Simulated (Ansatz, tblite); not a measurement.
# Si35H36 atom sphere (Si₃₅H₃₆): a ladder of methods and basis sets

An exercise on one series of results from a longer session: the logs are not shown, and one member is left open.

Computed with Ansatz 0.2.0, Gaussian basis. Level: as each input shows.

Levels to be run: GFN1-xTB, GFN2-xTB, PBE-D4/def2-TZVP, r2SCAN-D4/def2-TZVP, HF/def2-TZVP, PBE-D4/def2-SVP, PBE0-D4/def2-SVP, HF/STO-3G, HF/6-31G, B3LYP-D4/6-31G, MP2/def2-SVP.

1 further run of the same task is left out (set aside as unsound or not needed). Runs told in other sessions of the task aren't counted.

### The relaxed structure

The geometry is that of the singlet, from an earlier relaxation (r2SCAN-D4/def2-SVP).

71 atoms, charge 0, spin multiplicity 1.

Bond lengths: Si1–Si20 2.353 Å, Si1–Si21 2.353 Å, Si1–Si23 2.353 Å, Si1–H36 1.504 Å, Si2–Si20 2.353 Å, Si2–Si22 2.353 Å, Si2–Si24 2.352 Å, Si2–H37 1.504 Å, Si3–Si20 2.352 Å, Si3–Si25 2.352 Å, Si3–H38 1.501 Å, Si3–H39 1.501 Å, Si4–Si23 2.353 Å, Si4–Si25 2.353 Å, Si4–Si26 2.353 Å, Si4–H40 1.504 Å, Si5–Si24 2.352 Å, Si5–Si25 2.353 Å and more. Angles: Si20–Si1–Si21 110.1°, Si20–Si1–Si23 109.6°, Si20–Si1–H36 109.6°, Si21–Si1–Si23 109.6°, Si21–Si1–H36 109.5°, Si23–Si1–H36 108.4°, Si20–Si2–Si22 110.1°, Si20–Si2–Si24 109.6°, Si20–Si2–H37 109.6°, Si22–Si2–Si24 109.6°, Si22–Si2–H37 109.6°, Si24–Si2–H37 108.4°, Si20–Si3–Si25 109.2°, Si20–Si3–H38 109.7°, Si20–Si3–H39 109.8°, Si25–Si3–H38 109.8°, Si25–Si3–H39 109.8°, H38–Si3–H39 108.6° and more.

PBE0-D4/def2-TZVP was run before; its log isn't repeated, and its numbers join the tables.

The first run:

Tight binding, by tblite at 300 K electronic temperature and without a spin-polarisation term:

```python
tblite.interface.Calculator('GFN1-xTB', numbers, positions, charge=0, uhf=0).singlepoint()
```

Tight binding, by tblite at 300 K electronic temperature and without a spin-polarisation term:

```python
tblite.interface.Calculator('GFN2-xTB', numbers, positions, charge=0, uhf=0).singlepoint()
```

start.molden holds the orbitals of an earlier run on this state, given as this run's starting guess.

in.yaml reads:

```yaml
crystal:
  periodic: [false, false, false]
  atoms:
    - {symbol: Si, position_ang: [-2.712625, -2.711050, -0.009776]}
    - {symbol: Si, position_ang: [-2.711319, -0.006098, -2.713838]}
    - {symbol: Si, position_ang: [-5.444949, 0.001064, -0.000675]}
    - {symbol: Si, position_ang: [-2.712944, 0.009064, 2.710415]}
    - {symbol: Si, position_ang: [-2.710420, 2.712530, 0.004569]}
    - {symbol: Si, position_ang: [-0.006006, -2.711142, -2.714100]}
    - {symbol: Si, position_ang: [-0.005598, -5.444581, 0.001389]}
    - {symbol: Si, position_ang: [0.003215, -2.711510, 2.712654]}
    - {symbol: Si, position_ang: [2.709922, -2.714759, 0.007923]}
    - {symbol: Si, position_ang: [0.004197, -0.000877, -5.445626]}
    - {symbol: Si, position_ang: [0.008853, 2.711990, -2.712693]}
    - {symbol: Si, position_ang: [2.714330, 0.006836, -2.711459]}
    - {symbol: Si, position_ang: [0.000918, -0.000714, -0.000583]}
    - {symbol: Si, position_ang: [-0.006299, 2.711709, 2.711099]}
    - {symbol: Si, position_ang: [2.711144, -0.009667, 2.713236]}
    - {symbol: Si, position_ang: [2.713148, 2.711131, -0.006352]}
    - {symbol: Si, position_ang: [-0.002020, 0.001348, 5.445336]}
    - {symbol: Si, position_ang: [0.002822, 5.444873, 0.000999]}
    - {symbol: Si, position_ang: [5.444231, -0.000901, 0.004604]}
    - {symbol: Si, position_ang: [-4.082226, -1.353395, -1.357169]}
    - {symbol: Si, position_ang: [-1.355257, -4.080281, -1.358101]}
    - {symbol: Si, position_ang: [-1.354250, -1.354016, -4.083563]}
    - {symbol: Si, position_ang: [-1.358211, -1.355894, 1.355350]}
    - {symbol: Si, position_ang: [-1.354915, 1.356213, -1.357941]}
    - {symbol: Si, position_ang: [-4.081659, 1.357581, 1.352960]}
    - {symbol: Si, position_ang: [-1.355820, 1.356418, 4.080786]}
    - {symbol: Si, position_ang: [-1.354152, 4.081442, 1.353986]}
    - {symbol: Si, position_ang: [1.357899, -1.357447, -1.357307]}
    - {symbol: Si, position_ang: [1.350718, -4.082227, 1.356336]}
    - {symbol: Si, position_ang: [1.351975, -1.355713, 4.082783]}
    - {symbol: Si, position_ang: [4.080070, -1.358664, 1.356278]}
    - {symbol: Si, position_ang: [1.357780, 1.355172, -4.081582]}
    - {symbol: Si, position_ang: [1.356711, 4.081024, -1.354925]}
    - {symbol: Si, position_ang: [4.083640, 1.354095, -1.353379]}
    - {symbol: Si, position_ang: [1.357612, 1.355364, 1.356941]}
    - {symbol: H, position_ang: [-3.571112, -3.571088, 0.875798]}
    - {symbol: H, position_ang: [-3.569136, 0.881681, -3.572204]}
    - {symbol: H, position_ang: [-6.318011, -0.861928, 0.862235]}
    - {symbol: H, position_ang: [-6.322949, 0.861432, -0.861135]}
    - {symbol: H, position_ang: [-3.572206, -0.877287, 3.568827]}
    - {symbol: H, position_ang: [-3.567968, 3.571595, -0.882815]}
    - {symbol: H, position_ang: [0.879980, -3.569812, -3.573474]}
    - {symbol: H, position_ang: [-0.872311, -6.314722, 0.863552]}
    - {symbol: H, position_ang: [0.855046, -6.325382, -0.855907]}
    - {symbol: H, position_ang: [-0.884642, -3.569260, 3.570995]}
    - {symbol: H, position_ang: [3.568184, -3.575867, -0.876803]}
    - {symbol: H, position_ang: [-0.854067, 0.859964, -6.325303]}
    - {symbol: H, position_ang: [0.867445, -0.865049, -6.317199]}
    - {symbol: H, position_ang: [-0.877397, 3.570820, -3.571624]}
    - {symbol: H, position_ang: [3.573263, -0.879135, -3.570591]}
    - {symbol: H, position_ang: [0.880172, 3.570867, 3.569490]}
    - {symbol: H, position_ang: [3.570730, 0.875992, 3.572031]}
    - {symbol: H, position_ang: [3.571309, 3.570359, 0.880295]}
    - {symbol: H, position_ang: [-0.864178, -0.859102, 6.321582]}
    - {symbol: H, position_ang: [0.860324, 0.863106, 6.320132]}
    - {symbol: H, position_ang: [-0.856932, 6.323232, -0.859720]}
    - {symbol: H, position_ang: [0.865971, 6.317406, 0.864266]}
    - {symbol: H, position_ang: [6.324500, -0.860072, -0.854751]}
    - {symbol: H, position_ang: [6.315123, 0.861883, 0.869964]}
    - {symbol: H, position_ang: [-4.933330, -2.228971, -2.233173]}
    - {symbol: H, position_ang: [-2.231787, -4.929885, -2.234622]}
    - {symbol: H, position_ang: [-2.229408, -2.230450, -4.934658]}
    - {symbol: H, position_ang: [-4.931717, 2.235015, 2.228087]}
    - {symbol: H, position_ang: [-2.232063, 2.233679, 4.929889]}
    - {symbol: H, position_ang: [-2.230649, 4.931201, 2.230366]}
    - {symbol: H, position_ang: [2.226188, -4.933358, 2.232436]}
    - {symbol: H, position_ang: [2.226631, -2.232900, 4.933618]}
    - {symbol: H, position_ang: [4.930515, -2.235022, 2.232150]}
    - {symbol: H, position_ang: [2.234279, 2.231037, -4.931894]}
    - {symbol: H, position_ang: [2.233648, 4.931335, -2.230354]}
    - {symbol: H, position_ang: [4.936009, 2.229736, -2.228090]}
basis:
  gaussian: {orbitals: def2-TZVP, fitting: {mean_field: def2-universal-jkfit}, initial_orbitals: start.molden}
hamiltonian: {xc: pbe, dispersion: d4}
scf: {omitted_lower_state_checks: [starts]}
output: {orbitals: {seedname: orbitals}}
```

On the command line:

```sh
$ ansatz run in.yaml --threads 11 --pin off --events-out ev --progress --plain --max-ram 174080MiB --backend cuda --devices 0, --max-vram 75GiB
```

Among the steps run: PBE-D4/def2-TZVP; r2SCAN-D4/def2-TZVP; HF/def2-TZVP; PBE-D4/def2-SVP; PBE0-D4/def2-SVP; HF/STO-3G; HF/6-31G; B3LYP-D4/6-31G; MP2/def2-SVP.

One table of the session follows, with a row left open; its other results are not shown here.

It belongs to the step «Binding energy». 

| level | binding an atom (eV) |
| --- | --- |
| HF/STO-3G | 3.902 |
| HF/6-31G | ? |
| HF/def2-SVP | 2.487 |
| HF/def2-TZVP | 2.497 |
| PBE-D4/def2-SVP | 3.480 |
| PBE-D4/def2-TZVP | 3.471 |
| r2SCAN-D4/def2-TZVP | 3.474 |
| B3LYP-D4/6-31G | 3.123 |
| PBE0-D4/def2-SVP | 3.477 |
| PBE0-D4/def2-TZVP | 3.474 |
| MP2/def2-SVP | 3.200 |

Estimate the missing values for HF/6-31G.

The run gave: binding an atom (eV): 2.066. In the column «binding an atom (eV)» it is the lowest.

Limits of these values: Free atoms were run apart at each level; binding is atoms less cluster, divided by the number of atoms, without zero-point or spin-orbit terms.
